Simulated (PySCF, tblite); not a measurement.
# C₇H₁₆BP: geometry, infrared bands and NMR shifts

Wanted: the infrared bands and NMR shifts of C₇H₁₆BP (`[BH3-][P+](C#CC)(CC)CC`), by calculation.

The runs use tblite 0.8.0 and PySCF 2.14.0, with density-fitted response routines of our own; the level of theory stands in each step. All values are computed, except where a source is named. Atoms are numbered from 0 throughout.

## Step 1: The starting structure

25 atoms, charge 0, multiplicity 1; geometry from: force field or distance geometry start.

Bonds of the start (Å): B0–P1 1.92, P1–C2 1.79, C2–C3 1.20, C3–C4 1.46, P1–C5 1.79, C5–C6 1.50, P1–C7 1.79, C7–C8 1.52, B0–H9 1.19, B0–H10 1.18, B0–H11 1.19, C4–H12 1.09, C4–H13 1.12, C4–H14 1.12, C5–H15 1.12, C5–H16 1.13, C6–H17 1.12, C6–H18 1.10, C6–H19 1.12, C7–H20 1.10, C7–H21 1.12, C8–H22 1.10, C8–H23 1.10, C8–H24 1.11.

## Step 2: Geometry optimisation with GFN2-xTB

Job settings and geometry (Å):

```
{"job": {"kind": "relax", "xc": "GFN2-xTB", "basis": "xTB"}, "charge": 0, "multiplicity": 1}
B     -0.290400    -1.195400     2.063300
P     -0.285000    -0.080800     0.496100
C      1.406400     0.351600     0.110300
C      2.538000     0.648400    -0.172200
C      3.930300     0.970400    -0.466400
C     -1.263000     1.379000     0.833300
C     -1.798900     2.068400    -0.383000
C     -0.910000    -0.946000    -0.936600
C     -1.206300    -2.375300    -0.514300
H     -0.570200    -0.518100     3.005000
H     -1.011000    -2.125100     1.956100
H      0.818200    -1.587900     2.209200
H      3.958600     2.025700    -0.745600
H      4.621000     0.694400     0.366500
H      4.311600     0.387400    -1.339900
H     -2.145100     1.093000     1.463500
H     -0.718600     2.129800     1.473100
H     -0.921000     2.351200    -1.020700
H     -2.433700     1.416900    -1.007300
H     -2.371500     2.993900    -0.122600
H     -1.759300    -0.455900    -1.437100
H     -0.106700    -1.034100    -1.718200
H     -1.500400    -2.943300    -1.415200
H     -0.263200    -2.792700    -0.124600
H     -2.041100    -2.431600     0.215200
```

Command:

```console
OMP_NUM_THREADS=1 python probes_run.py task.json out
```

This one command runs all jobs of the session in turn.

**Question.** This job is followed by: GFN2-xTB harmonic vibrations, gas phase; GIAO PBE0/pcSseg-1 NMR shielding, non-relativistic, gas phase. Predict these results of the whole session: strongest single infrared mode (GFN2-xTB); zero-point energy (GFN2-xTB); ¹³C shifts against TMS (PBE0/pcSseg-1, means over atoms taken as alike); ¹H shifts against TMS (PBE0/pcSseg-1, means over atoms taken as alike); ¹¹B shifts against BF3·OEt2 (PBE0/pcSseg-1); ³¹P shifts against H3PO4 (PBE0/pcSseg-1); surface potential, 1st and 99th percentile.

As calculated:

| quantity | value |
| --- | --- |
| strongest single infrared mode (GFN2-xTB) | 2399 cm⁻¹, 198 km/mol |
| zero-point energy (GFN2-xTB) | 129.9 kcal/mol |
| ¹³C shifts against TMS (PBE0/pcSseg-1, means over atoms taken as alike) | 114.7, 78.8, 25.7, 10.3, 6.0 ppm |
| ¹H shifts against TMS (PBE0/pcSseg-1, means over atoms taken as alike) | 2.20, 1.76, 1.53, 1.33, 0.77 ppm |
| ¹¹B shifts against BF3·OEt2 (PBE0/pcSseg-1) | -48.3 ppm |
| ³¹P shifts against H3PO4 (PBE0/pcSseg-1) | -2.9 ppm |
| surface potential, 1st and 99th percentile | -1.58 V and 1.16 V |

**Reading.** The optimisation took 187 steps and gained 0.979 eV; among the close pairs (by a distance rule), P1–C7 changed most, from 1.787 to 1.850 Å. The lowest mode is slightly imaginary (2i cm⁻¹), a soft motion within the noise of the Hessian, so the minimum is not strictly shown. The strongest single mode, at 2399 cm⁻¹, moves mainly H10. Unscaled tight-binding wavenumbers are off by several per cent, some by more. Its intensities can rank the bands wrongly.
